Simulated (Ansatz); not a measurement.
# CH4FNSe: the cost of one run

Computed with Ansatz 0.2.0, Gaussian basis. Level: the settings change from run to run.

### 1 The geometry

The geometry comes from an earlier relaxation with PBE0-D4 in a triple-zeta def2 set; it is a stationary point, not always the lowest conformer.

SMILES `NC(F)[SeH]`, 8 atoms, charge 0, spin multiplicity 1.

Atoms are counted from 1 here; the program's logs count them from 0.

Bond lengths: N1–C2 1.403 Å, N1–H5 1.008 Å, N1–H6 1.010 Å, C2–F3 1.371 Å, C2–Se4 1.987 Å, C2–H7 1.090 Å, Se4–H8 1.469 Å. Angles: C2–N1–H5 113.5°, C2–N1–H6 114.3°, H5–N1–H6 111.5°, N1–C2–F3 110.3°, N1–C2–Se4 112.3°, N1–C2–H7 110.2°, F3–C2–Se4 107.8°, F3–C2–H7 107.9°, Se4–C2–H7 108.2°, C2–Se4–H8 95.5°.

As a file:

| atom | x (Å) | y (Å) | z (Å) |
| --- | --- | --- | --- |
| N1 | 0.0677 | 1.2830 | -0.0523 |
| C2 | 0.3799 | -0.0838 | -0.0952 |
| F3 | 1.3191 | -0.3873 | 0.8564 |
| Se4 | -1.2098 | -1.2303 | 0.2334 |
| H5 | -0.2336 | 1.6538 | -0.9395 |
| H6 | -0.5659 | 1.5418 | 0.6911 |
| H7 | 0.7933 | -0.3447 | -1.0691 |
| H8 | -0.4586 | -2.4896 | 0.3193 |

### 2 wB97X-V/def2-TZVPP

Options: the search for lower states set to light.

in.yaml reads:

```yaml
crystal:
  periodic: [false, false, false]
  atoms:
    - {symbol: N, position_ang: [0.067667, 1.282960, -0.052268]}
    - {symbol: C, position_ang: [0.379926, -0.083823, -0.095163]}
    - {symbol: F, position_ang: [1.319100, -0.387309, 0.856361]}
    - {symbol: Se, position_ang: [-1.209812, -1.230278, 0.233382]}
    - {symbol: H, position_ang: [-0.233622, 1.653849, -0.939499]}
    - {symbol: H, position_ang: [-0.565917, 1.541761, 0.691117]}
    - {symbol: H, position_ang: [0.793343, -0.344742, -1.069094]}
    - {symbol: H, position_ang: [-0.458584, -2.489616, 0.319265]}
basis:
  gaussian: {orbitals: def2-TZVPP}
hamiltonian: {xc: {name: wB97X-V}}
scf: {lower_state_search: light}
output: {forces: true}
```

The run is started by

```
ansatz run in.yaml --threads 2 --pin off --events-out ev --progress --plain --max-ram 4352MiB
```

**Question.** How long does this run take on 2 threads of INTEL XEON PLATINUM 8581C at 2.10GHz, shared host, and how much memory does it need?

About 6 s, with a peak of 0.58 GiB.
